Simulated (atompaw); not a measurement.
# Tantalum: generating and testing a PAW (atompaw) potential

Aim: build the potential from the settings below, then test how well it stands in for the atom: scattering, ghost states and the plane-wave cutoff that it needs.

Method: atompaw 4.2.0.5, PBE, scalar-relativistic.

## (1) Settings

Typed settings, in words:

* element: tantalum (Ta, Z = 73)
* type: PAW
* frozen core: [Xe] 4f14
* valence charge: 5
* reference configuration: 5d3 6s1.5 6p0 (charge +0.5)
* partial waves: 6s (bound): rc 2.64 bohr; 6s channel at -0.25 Ry: rc 2.64 bohr; 6p (bound, empty): rc 2.64 bohr; 6p channel at 0.4 Ry: rc 2.64 bohr; 5d (bound): rc 2.30 bohr; 5d channel at -0.15 Ry: rc 2.64 bohr
* local potential: bessel scheme, radius 1.98 bohr
* core correction: smooth core density matched at 2.42 bohr
* augmentation charge: sinc compensation charge, radius 2.56 bohr; PAW radius 2.64 bohr; waves and projectors: custom rrkj vanderbiltortho

## (2) Generating the potential

Contents of Ta.input:

```
Ta 73
GGA-PBE scalarrelativistic loggrid 2001 logderivrange -3 5 201
6 6 5 4 0 0
6 0 1.5
6 1 0
5 2 3
0 0 0
c
c
c
c
c
v
c
c
c
c
v
c
c
v
c
2
2.64 2.56 1.98 2.42
y
-0.25
n
y
0.4
n
y
-0.15
n
custom rrkj vanderbiltortho sinc
bessel
2.64
2.64
2.64
2.64
2.30
2.64
PWSCFOUT
UPFDX 0.0125d0 UPFXMIN -7.d0 UPFZMESH 73.d0
END
```

Started as:

```console
$ atompaw < Ta.input > Ta.log
```

Before running it: what results should come out? Wanted: cutoffs for 10 and 1 mRy, occupied levels; bound ghosts; largest phase difference near zero energy, channels read; lowest eigenvalue of the overlap; share of valence orbitals outside the PAW sphere; UPF file.

As calculated:

| quantity | value |
| --- | --- |
| cutoffs for 10 and 1 mRy, occupied levels | 18 Ry and 21 Ry |
| bound ghosts | p at -26.23 eV |
| largest phase difference near zero energy, channels read | 0.004 rad |
| lowest eigenvalue of the overlap (Bessel basis) | 0.363 (d) |
| share of valence orbitals outside the PAW sphere | 6s 66 %, 6p 89 %, 5d 26 % |
| UPF file | written |

In words: It has a bound ghost (p), a state that the atom doesn't have, and that rules the file out. It counts as soft on the atom at that tolerance, with 18 Ry needed at the looser tolerance. The slowest occupied level is 5d: taken alone it needs 18 Ry to come within 1 mRy, against 6 Ry or less for 6s. Near zero energy the phases of the channels with partial waves agree within 0.004 rad. The pseudo curves have a pole with no partner nearby in the atom's: p at -1.89 Ry. All of this concerns the isolated atom, not yet a solid.
